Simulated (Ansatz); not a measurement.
# SbW: the cost of one run

Computed with Ansatz 0.2.0 (DFT PBE, scalar-relativistic, plane waves, PAW, unless a step's input says otherwise).

## 1. The system as given

The structure is cubic, space group P2_13 (No. 198). Conventional cell: a = 5.450 Å, b = 5.450 Å, c = 5.450 Å, α = 90.00°, β = 90.00°, γ = 90.00°. Around Sb (site symmetry 3) lie 7 W at 2.73 to 3.07 Å. W (site symmetry 3) is surrounded by 7 Sb at 2.73 to 3.07 Å.

Structure file:

```
Sb W
1.0
     5.45050    0.00000    0.00000
     0.00000    5.45050    0.00000
     0.00000    0.00000    5.45050
Sb W
4 4
Direct
  0.13400 0.13400 0.13400
  0.36600 0.86600 0.63400
  0.63400 0.36600 0.86600
  0.86600 0.63400 0.36600
  0.84450 0.84450 0.84450
  0.65550 0.15550 0.34450
  0.34450 0.65550 0.15550
  0.15550 0.34450 0.65550
```

(A quick probe on a coarse mesh, which set the mesh and smearing, is not shown.)

## 3. Coarse relaxation

Contents of input.yaml:

```yaml
crystal:
  lattice:
    - [5.4504974739, 0.0, 0.0]
    - [0.0, 5.4504974739, 0.0]
    - [0.0, 0.0, 5.4504974739]
  atoms:
    - { symbol: Sb, position: [0.134, 0.134, 0.134] }
    - { symbol: Sb, position: [0.366, 0.866, 0.634] }
    - { symbol: Sb, position: [0.634, 0.366, 0.866] }
    - { symbol: Sb, position: [0.866, 0.634, 0.366] }
    - { symbol: W, position: [0.8445, 0.8445, 0.8445] }
    - { symbol: W, position: [0.6555, 0.1555, 0.3445] }
    - { symbol: W, position: [0.3445, 0.6555, 0.1555] }
    - { symbol: W, position: [0.1555, 0.3445, 0.6555] }
basis:
  ecutwfc: 420
kpoints:
  mp_grid: { grid: [4, 4, 4] }
hamiltonian:
  xc: pbe
scf:
  occupations: { method: gaussian, width: 0.1 }
  lower_state_search: "off"
output:
  forces: true
  stress: true
  eigenvalues: true
relax:
  adjacent_minimum: "off"
  f_tol: 0.04
  max_steps: 70
  cell: { stress_tol: 0.4 }
```

Launch:

```console
ansatz run input.yaml --threads 1 --pin off --max-ram 2560MiB --backend cpu --events-out ev --progress --plain --runs-dir out
```

What time and memory should one allow on 1 thread of Intel Xeon Platinum 8375C at 2.90GHz (Ice Lake), shared host?

About 69 s, with a peak of 0.49 GiB.
